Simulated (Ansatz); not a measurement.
Runs of Ansatz 0.2.0 on RuS. It takes space group P-6m2 (No. 187, hexagonal). Conventional cell: a = 3.369 Å, b = 3.369 Å, c = 3.288 Å, α = 90.00°, β = 90.00°, γ = 120.00°. Ru (site symmetry -6m2) has 6 S at 2.55 Å as nearest neighbours. S (site symmetry -6m2) is surrounded by 6 Ru at 2.55 Å. The cell comes from a database or a generator and needn't be the stable form of this composition.

```csv
screening (1/Å),gap on the mesh (eV),pressure (GPa)
0.1,none,(a)
0.15,none,-21.6
0.3,none,-20.6
0.6,none,(b)
0.2,none,-21.3
0.4,none,-19.9
```

Alike in all rows: task single point; level HSE06 form with a typed share of exact exchange; potentials or basis Ansatz PAW; no spin polarisation; cell as given; k mesh 5 × 5 × 4; cutoff (eV) 420; smearing fermi-dirac 0.05 eV; the mesh is coarse, so values aren't converged.

Task: Estimate the missing entries.

Result: (a) -21.8; (b) -18.6.

Caveats: all runs use coarse meshes; the PAW data sets come from PBE, with cores solved anew for the run's functional, which leaves a small shift of forces and pressure; the thresholds are loose for stress.

A k mesh can miss the band edges, and the runs leave out spin-orbit coupling on Ru.

A gap of «none» marks a metal or a gap under the smearing width.
